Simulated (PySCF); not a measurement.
# FeCl₂: relaxation and vibrations of the triplet

The task is one start of a wider search on FeCl₂: the triplet, from a linear start. It is relaxed, tested by its Hessian and followed downhill if it is a saddle.

Computed with PySCF 2.14.0. Level: B3LYP, basis Fe def2-TZVP, Cl def2-TZVP, no relativity, density fitting.

### Step 1. The starting structure

3 atoms, charge 0, spin multiplicity 3.

Bond lengths: Fe1–Cl2 2.150 Å, Fe1–Cl3 2.150 Å. Angles: Cl2–Fe1–Cl3 180.0°.

Coordinates in bohr (charge 0 multiplicity 3):
```
Fe    0.0000    0.0000    0.0000
Cl    0.0000    0.0000    4.0629
Cl    0.0000    0.0000   -4.0629
```

### Step 2. The SCF at the typed geometry

One driver script runs all steps and calls PySCF; scf.py shows how it sets up the SCF of each step. The optimiser is the driver's own. After this first run the driver tries any further starts and a stability analysis.

scf.py

```python
from pyscf import gto, scf, dft
mol = gto.M(atom='''
Fe     0.000000     0.000000     0.000000
Cl     0.000000     0.000000     2.150000
Cl     0.000000     0.000000    -2.150000''',
    basis={'Fe': 'def2-TZVP', 'Cl': 'def2-TZVP'},
    charge=0, spin=2)
mf = dft.UKS(mol, xc='B3LYP')
mf.grids.atom_grid = (50, 194)
aux = {'Fe': 'def2-universal-JKFIT', 'Cl': 'def2-universal-JKFIT'}
mf = mf.density_fit(auxbasis=aux)
mf.conv_tol = 1e-08
mf.diis_space = 10
mf.max_cycle = 60
mf.init_guess = 'minao'
mf.verbose = 4
mf.kernel()
```

The run is started by

```
$ OMP_NUM_THREADS=4 python axn.py task.json out
```

Output (excerpt; [...] marks lines left out):

```text
[... the frontier levels of the middle cycles are left out ...]
init E= -2183.23614336688
[... the frontier-level lines of each cycle are left out ...]
cycle= 1 E= -2170.80669537801  delta_E= 12.4  |g|= 4.71  |ddm|=   12
cycle= 2 E= -2112.68560604606  delta_E= 58.1  |g|= 13.5  |ddm|= 15.5
cycle= 3 E= -2154.54189152796  delta_E= -41.9  |g|= 10.1  |ddm|= 6.45
cycle= 4 E= -2161.4161935928  delta_E= -6.87  |g|= 8.97  |ddm|= 1.41
cycle= 5 E= -2169.63605511556  delta_E= -8.22  |g|=  7.3  |ddm|= 2.26
cycle= 6 E= -2170.91083272166  delta_E= -1.27  |g|= 6.76  |ddm|= 0.438
cycle= 7 E= -2176.47327865205  delta_E= -5.56  |g|= 5.29  |ddm|= 2.42
cycle= 8 E= -2177.78291873587  delta_E= -1.31  |g|= 4.79  |ddm|= 0.295
cycle= 9 E= -2177.58976851339  delta_E= 0.193  |g|= 4.86  |ddm|= 0.142
cycle= 10 E= -2177.60099711182  delta_E= -0.0112  |g|= 4.86  |ddm|= 0.0901
cycle= 11 E= -2177.60829767675  delta_E= -0.0073  |g|= 4.85  |ddm|= 0.0254
cycle= 12 E= -2158.65467420656  delta_E=   19  |g|= 6.84  |ddm|= 13.9
cycle= 13 E= -2181.96415080696  delta_E= -23.3  |g|= 2.72  |ddm|= 13.8
cycle= 14 E= -2183.71924691077  delta_E= -1.76  |g|= 0.904  |ddm|= 1.41
[... 32 cycles left out ...]
cycle= 47 E= -2184.25871684588  delta_E= 3.03e-06  |g|= 0.000559  |ddm|= 0.0203
cycle= 48 E= -2184.25871367334  delta_E= 3.17e-06  |g|= 0.00107  |ddm|= 0.026
cycle= 49 E= -2184.25872131977  delta_E= -7.65e-06  |g|= 0.000124  |ddm|= 0.0547
cycle= 50 E= -2184.25871722091  delta_E= 4.1e-06  |g|= 0.000333  |ddm|= 0.0266
cycle= 51 E= -2184.25871893842  delta_E= -1.72e-06  |g|= 0.000159  |ddm|= 0.0117
cycle= 52 E= -2184.25871529989  delta_E= 3.64e-06  |g|= 0.00024  |ddm|= 0.0289
cycle= 53 E= -2184.25871318323  delta_E= 2.12e-06  |g|= 7.37e-05  |ddm|= 0.0276
cycle= 54 E= -2184.25871252647  delta_E= 6.57e-07  |g|= 0.000153  |ddm|= 0.0165
cycle= 55 E= -2184.25871241063  delta_E= 1.16e-07  |g|= 3.93e-05  |ddm|= 0.00619
cycle= 56 E= -2184.25871237616  delta_E= 3.45e-08  |g|= 3.53e-05  |ddm|= 0.00307
cycle= 57 E= -2184.25871238631  delta_E= -1.02e-08  |g|= 4.27e-05  |ddm|= 0.000951
cycle= 58 E= -2184.25871239642  delta_E= -1.01e-08  |g|= 4.77e-05  |ddm|= 0.000883
cycle= 59 E= -2184.25871236161  delta_E= 3.48e-08  |g|= 2.3e-05  |ddm|= 0.00319
cycle= 60 E= -2184.2587123587  delta_E= 2.91e-09  |g|= 4.27e-05  |ddm|= 0.000192
Extra cycle  E= -2184.25871236036  delta_E= -1.66e-09  |g|= 2.27e-05  |ddm|= 6.89e-05
converged SCF energy = -2184.25871236036  <S^2> = 2.09376  2S+1 = 3.0618687
```

This step, with its further starts and checks, needed 83 s of wall time on 4 threads of Arm Neoverse N1, shared host.

Energies from each starting density:

```csv
start,energy (Eh)
the minimal-basis guess,-2184.258712
a thermally smeared density,-2184.264209
a smeared PBE density,-2184.249974
```

The first run landed in a state that is too high. Following the other starts and the instabilities gains 57.2 kJ/mol (-2184.28049 Eh), and the work goes on from there.

### Step 3. Linear start, triplet: relaxation

The program finds D∞h symmetry in the start, which this walk keeps.

scf.py, as its differences from that of step 2:

```diff
@@ -15 +14,0 @@
-mf.init_guess = 'minao'
```

Energy and gradient, step by step:

```csv
step,energy (Eh),change (kJ/mol),largest symmetric gradient (Eh/bohr)
0,-2184.280492,0.00,0.00647
1,-2184.280735,-0.64,0.00246
2,-2184.280774,-0.74,0.00012
3,-2184.280774,-0.74,0.00000
```

The walk took 11 s.

Positions (Å) and forces (eV/Å) along the way:

```
step 0
Fe   0.000   0.000   0.000   0.000   0.000   0.000
Cl   0.000   0.000   2.150   0.000   0.000  -0.333
Cl   0.000   0.000  -2.150   0.000   0.000   0.333
step 1
Fe   0.000   0.000   0.000   0.000   0.000   0.000
Cl   0.000   0.000   2.136   0.000   0.000  -0.127
Cl   0.000   0.000  -2.136   0.000   0.000   0.127
step 2
Fe   0.000   0.000   0.000   0.000   0.000   0.000
Cl   0.000   0.000   2.127   0.000   0.000   0.006
Cl   0.000   0.000  -2.127   0.000   0.000  -0.006
step 3
Fe   0.000   0.000   0.000   0.000   0.000   0.000
Cl   0.000   0.000   2.127   0.000   0.000   0.000
Cl   0.000   0.000  -2.127   0.000   0.000   0.000
```

End point (D∞h, 3 steps, 0.7 kJ/mol gained): Fe–Cl 2.127 Å (×2); Cl–Fe–Cl 180.0°.

### Step 4. Is it a minimum? Harmonic modes

The point is checked on the finer grid, and tightened if its gradient asks for it. The Hessian and the dipole derivatives come from central differences of analytic gradients, with steps of 0.02 bohr.

scf.py, as its differences from that of step 3:

```diff
@@ -4,2 +4,2 @@
-Cl     0.000000     0.000000     2.150000
-Cl     0.000000     0.000000    -2.150000''',
+Cl     0.000000    -0.000000     2.127275
+Cl     0.000000     0.000000    -2.127275''',
@@ -9 +9 @@
-mf.grids.atom_grid = (50, 194)
+mf.grids.atom_grid = (75, 302)
@@ -12 +12 @@
-mf.conv_tol = 1e-08
+mf.conv_tol = 1e-10
```

This SCF starts from the last density.

Log of the central SCF (cycles and frontier levels):

```text
init E= -2184.28074683013
[... the frontier-level lines of each cycle are left out ...]
cycle= 1 E= -2184.28074683009  delta_E= 4.64e-11  |g|= 1.36e-05  |ddm|= 9.08e-06
cycle= 2 E= -2184.2807468296  delta_E= 4.81e-10  |g|= 4.38e-05  |ddm|= 2.48e-05
cycle= 3 E= -2184.28074683015  delta_E= -5.48e-10  |g|= 1.38e-06  |ddm|= 1.81e-05
cycle= 4 E= -2184.28074683015  delta_E= -2.27e-12  |g|= 9.68e-07  |ddm|= 1.9e-06
Extra cycle  E= -2184.28074683016  delta_E= -5.91e-12  |g|= 9.58e-07  |ddm|= 3.59e-06
converged SCF energy = -2184.28074683016  <S^2> = 3.0063238  2S+1 = 3.6090574
```

The whole step took 34 s.

Geometry: D∞h; Fe–Cl 2.127 Å (×2); Cl–Fe–Cl 180.0°.

Harmonic modes (main isotopes):

```json
{"ω (cm⁻¹)": "84", "IR (km/mol)": "14.8", "μ (u)": "44.17"}
{"ω (cm⁻¹)": "84", "IR (km/mol)": "14.8", "μ (u)": "44.17"}
{"ω (cm⁻¹)": "347", "IR (km/mol)": "0.0", "μ (u)": "34.97"}
{"ω (cm⁻¹)": "492", "IR (km/mol)": "170", "μ (u)": "44.17"}
```

All wavenumbers are real: a minimum.

Here the density breaks the symmetry of the frame, and no labels are given; pairs that should be degenerate can split.

Properties at this point:

| Property | Result |
| --- | --- |
| Dipole moment | 0.00 D |
| Highest occupied level | -8.44 eV |
| Lowest empty level | -5.37 eV |
| Rotational constants | 0.05326 cm⁻¹ |
| Zero-point energy | 6.0 kJ/mol |
| Principal polarisabilities | 32.4, 32.4, 83.6 bohr³ |
| Atomisation energy without zero-point energy | 657 kJ/mol |
| Principal traceless quadrupole moments about the centre of mass | -10.39, 5.19, 5.19 D Å |
| Entropy at 298.15 K and 1 bar (electronic part: spin only) | 289.2 J/(mol K) |
| Heat capacity Cp at 298.15 K | 57.4 J/(mol K) |
| Enthalpy at 298.15 K above 0 K | 14.26 kJ/mol |
| Rotational symmetry number | 2 |
| Spin squared ⟨S²⟩ | 3.006 |

Charges (e) and bond orders:

```csv
atom,Mulliken,Löwdin,polar tensor,spin (Mulliken),Mayer order to Fe1
Fe1,0.72,-0.06,1.23,1.82,–
"Cl2,3",-0.36,0.03,-0.62,0.09,1.08
```

Outer orbital energies (eV). α occupied: -11.42, -10.42, -9.76, -9.45, -9.26, -9.26, -8.44, -8.44; empty: -5.37, -0.64, 1.04, 1.04. β occupied: -11.77, -9.78, -9.36, -9.36, -9.02, -9.02, -8.50, -8.48; empty: -3.67, -3.67, -3.40, -0.87.

Mulliken populations on Fe1: s 6.46, p 12.31, d 6.50, f 0.00.

### Step 5. Outcome

| quantity | value |
| --- | --- |
| minimum | broken-symmetry (Ms = 1), D∞h |
| geometry | Fe–Cl 2.127 Å (×2); Cl–Fe–Cl 180.0° |
| wavenumbers (cm⁻¹) | 84, 84, 347, 492 |
| dipole moment | 0.00 D |
| highest occupied, lowest empty level (either spin) | -8.44, -5.37 eV |
| polar-tensor charge of Fe1 | +1.23 e |
| zero-point energy | 6.0 kJ/mol |
| entropy at 298.15 K | 289.2 J/(mol K) |
| atomisation energy (no zero-point energy) | 657 kJ/mol |
| ⟨S²⟩ | 3.006 |

The linear start keeps its D∞h symmetry and ends in a minimum. The determinant is spin-contaminated (⟨S²⟩ = 3.01 against 2.00), so it is no pure spin state. In the infrared the band at 492 cm⁻¹ (stretch) leads. Fe1 has a polar-tensor charge of +1.2 e (a dipole derivative, not a static charge), yet symmetry cancels the bond dipoles. The first SCF alone would have been 57 kJ/mol too high. Other starts or spin states, not run here, may lie lower. The SCF density has lower symmetry than the nuclear frame. One determinant may miss the lowest occupation of an open d or f shell.

The search up to here took 2.1 min.
